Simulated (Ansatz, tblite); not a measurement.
# CBP (C₃₆H₂₄N₂): rung by rung

One table from this session's results is given with a row withheld; the runs are named, their logs left out.

Method: as each input shows; program: Ansatz 0.2.0, Gaussian basis.

Levels to be run: GFN1-xTB, GFN2-xTB, PBE-D4/def2-SVP, r2SCAN-D4/def2-SVP, revPBE-D4/def2-SVP, LC-ωPBE/def2-SVP, BLYP-D4/def2-SVP, LC-ωPBE(0.10)/def2-SVP, LC-ωPBE(0.15)/def2-SVP, LC-ωPBE(0.20)/def2-SVP, LC-ωPBE(0.30)/def2-SVP, r2SCAN-D4/def2-mTZVP, RPA/def2-SVP.

1 further run of the same task is left out (it didn't finish).

### The geometry

The singlet was relaxed beforehand with PBE-D4/def2-SVP.

SMILES `c1ccc2c(c1)c1ccccc1n2-c1ccc(-c2ccc(-n3c4ccccc4c4ccccc43)cc2)cc1`, 62 atoms, charge 0, spin multiplicity 1.

Bond lengths: C1–C2 1.413 Å, C1–C6 1.400 Å, C1–H39 1.100 Å, C2–C3 1.401 Å, C2–H40 1.101 Å, C3–C4 1.405 Å, C3–H41 1.099 Å, C4–C5 1.428 Å, C4–N13 1.401 Å, C5–C6 1.407 Å, C5–C7 1.449 Å, C6–H42 1.101 Å, C7–C8 1.407 Å, C7–C12 1.428 Å, C8–C9 1.400 Å, C8–H43 1.101 Å, C9–C10 1.413 Å, C9–H44 1.100 Å and more. Angles: C2–C1–C6 120.6°, C2–C1–H39 119.5°, C6–C1–H39 119.9°, C1–C2–C3 121.5°, C1–C2–H40 119.5°, C3–C2–H40 119.1°, C2–C3–C4 117.7°, C2–C3–H41 121.0°, C4–C3–H41 121.4°, C3–C4–C5 121.6°, C3–C4–N13 129.5°, C5–C4–N13 108.9°, C4–C5–C6 119.5°, C4–C5–C7 106.8°, C6–C5–C7 133.6°, C1–C6–C5 119.1°, C1–C6–H42 120.6°, C5–C6–H42 120.2° and more.

PBE0-D4/def2-SVP was run before; its log isn't repeated, and its numbers join the tables.

The first run:

Tight binding, by tblite at 300 K electronic temperature and without a spin-polarisation term:

```python
tblite.interface.Calculator('GFN1-xTB', numbers, positions, charge=0, uhf=0).singlepoint()
```

Tight binding, by tblite at 300 K electronic temperature and without a spin-polarisation term:

```python
tblite.interface.Calculator('GFN2-xTB', numbers, positions, charge=0, uhf=0).singlepoint()
```

start.molden holds the orbitals of an earlier run on this state, given as this run's starting guess.

Input file in.yaml:

```yaml
crystal:
  periodic: [false, false, false]
  atoms:
    - {symbol: C, position_ang: [-7.941956, 2.460308, 1.340187]}
    - {symbol: C, position_ang: [-6.599571, 2.783173, 1.640334]}
    - {symbol: C, position_ang: [-5.534704, 2.017168, 1.147000]}
    - {symbol: C, position_ang: [-5.846255, 0.907091, 0.344198]}
    - {symbol: C, position_ang: [-7.196461, 0.577548, 0.015532]}
    - {symbol: C, position_ang: [-8.246239, 1.363449, 0.525211]}
    - {symbol: C, position_ang: [-7.145425, -0.580380, -0.853817]}
    - {symbol: C, position_ang: [-8.128339, -1.366629, -1.482422]}
    - {symbol: C, position_ang: [-7.730730, -2.463303, -2.256445]}
    - {symbol: C, position_ang: [-6.362401, -2.785727, -2.397979]}
    - {symbol: C, position_ang: [-5.362591, -2.019424, -1.783784]}
    - {symbol: C, position_ang: [-5.765998, -0.909441, -1.022861]}
    - {symbol: N, position_ang: [-4.990016, -0.001042, -0.291593]}
    - {symbol: C, position_ang: [-3.577878, -0.000716, -0.209094]}
    - {symbol: C, position_ang: [-2.936316, 0.024620, 1.045427]}
    - {symbol: C, position_ang: [-1.540613, 0.033798, 1.121244]}
    - {symbol: C, position_ang: [-0.739199, -0.000099, -0.043234]}
    - {symbol: C, position_ang: [0.739181, 0.000208, 0.043154]}
    - {symbol: C, position_ang: [1.528034, -0.692982, -0.903745]}
    - {symbol: C, position_ang: [2.923379, -0.703066, -0.821621]}
    - {symbol: C, position_ang: [3.577875, 0.000736, 0.209090]}
    - {symbol: N, position_ang: [4.990009, 0.000972, 0.291652]}
    - {symbol: C, position_ang: [5.742484, -0.320198, 1.428632]}
    - {symbol: C, position_ang: [5.309752, -0.744910, 2.695997]}
    - {symbol: C, position_ang: [6.289499, -1.029453, 3.656834]}
    - {symbol: C, position_ang: [7.666429, -0.901915, 3.366786]}
    - {symbol: C, position_ang: [8.092756, -0.495376, 2.096805]}
    - {symbol: C, position_ang: [7.130416, -0.204070, 1.112690]}
    - {symbol: C, position_ang: [7.211448, 0.206875, -0.274304]}
    - {symbol: C, position_ang: [8.281820, 0.498611, -1.139542]}
    - {symbol: C, position_ang: [8.006279, 0.904844, -2.450622]}
    - {symbol: C, position_ang: [6.672493, 1.031935, -2.899156]}
    - {symbol: C, position_ang: [5.587539, 0.747068, -2.059032]}
    - {symbol: C, position_ang: [5.869756, 0.322460, -0.749877]}
    - {symbol: C, position_ang: [2.807489, 0.704284, 1.156504]}
    - {symbol: C, position_ang: [1.412082, 0.693661, 1.075500]}
    - {symbol: C, position_ang: [-1.399528, -0.034217, -1.293120]}
    - {symbol: C, position_ang: [-2.794569, -0.025720, -1.380358]}
    - {symbol: H, position_ang: [-8.753124, 3.081911, 1.747532]}
    - {symbol: H, position_ang: [-6.381607, 3.657443, 2.272237]}
    - {symbol: H, position_ang: [-4.493281, 2.284314, 1.374098]}
    - {symbol: H, position_ang: [-9.291030, 1.119734, 0.279481]}
    - {symbol: H, position_ang: [-9.194732, -1.123165, -1.360387]}
    - {symbol: H, position_ang: [-8.488663, -3.085317, -2.755386]}
    - {symbol: H, position_ang: [-6.071905, -3.659858, -3.000310]}
    - {symbol: H, position_ang: [-4.301686, -2.286208, -1.887830]}
    - {symbol: H, position_ang: [-3.542431, 0.010887, 1.962517]}
    - {symbol: H, position_ang: [-1.059551, 0.022464, 2.110685]}
    - {symbol: H, position_ang: [1.035718, -1.273857, -1.697925]}
    - {symbol: H, position_ang: [3.518229, -1.280497, -1.543659]}
    - {symbol: H, position_ang: [4.241553, -0.860624, 2.926343]}
    - {symbol: H, position_ang: [5.975973, -1.363104, 4.657594]}
    - {symbol: H, position_ang: [8.408103, -1.130442, 4.146526]}
    - {symbol: H, position_ang: [9.165452, -0.409417, 1.865926]}
    - {symbol: H, position_ang: [9.320329, 0.412874, -0.785257]}
    - {symbol: H, position_ang: [8.833695, 1.133711, -3.138599]}
    - {symbol: H, position_ang: [6.477605, 1.365441, -3.929693]}
    - {symbol: H, position_ang: [4.553417, 0.862385, -2.412303]}
    - {symbol: H, position_ang: [3.313945, 1.281910, 1.942934]}
    - {symbol: H, position_ang: [0.830381, 1.274358, 1.806889]}
    - {symbol: H, position_ang: [-0.806525, -0.022751, -2.219803]}
    - {symbol: H, position_ang: [-3.289785, -0.012273, -2.361787]}
basis:
  gaussian: {orbitals: def2-SVP, fitting: {mean_field: def2-universal-jkfit}, initial_orbitals: start.molden}
hamiltonian: {xc: pbe, dispersion: d4}
scf: {omitted_lower_state_checks: [starts]}
output: {forces: true, orbitals: {seedname: orbitals}}
```

The run is started by

```console
ansatz run in.yaml --threads 2 --pin off --events-out ev --progress --plain --max-ram 20480MiB --backend cuda --devices 0, --max-vram 18GiB
```

Steps of the session up to this table: PBE-D4/def2-SVP; r2SCAN-D4/def2-SVP; revPBE-D4/def2-SVP; LC-ωPBE/def2-SVP; BLYP-D4/def2-SVP; LC-ωPBE(0.10)/def2-SVP; LC-ωPBE(0.15)/def2-SVP; LC-ωPBE(0.20)/def2-SVP; LC-ωPBE(0.30)/def2-SVP; r2SCAN-D4/def2-mTZVP; RPA/def2-SVP.

One of the session's tables, all rows but one given; the rest of the session is left out.

It belongs to the step «Binding energy». 

```
               level  binding an atom (eV)
     PBE-D4/def2-SVP                 5.744
  revPBE-D4/def2-SVP                 5.599
    BLYP-D4/def2-SVP                 5.520
  r2SCAN-D4/def2-SVP                 5.535
r2SCAN-D4/def2-mTZVP                     ?
    PBE0-D4/def2-SVP                 5.617
    LC-ωPBE/def2-SVP                 5.502
```

Estimate the missing values for r2SCAN-D4/def2-mTZVP.

As computed: binding an atom (eV): 5.403. In the column «binding an atom (eV)» it is the lowest.

To keep in mind: Free atoms were run apart at each level; binding is atoms less cluster, divided by the number of atoms, without zero-point or spin-orbit terms.
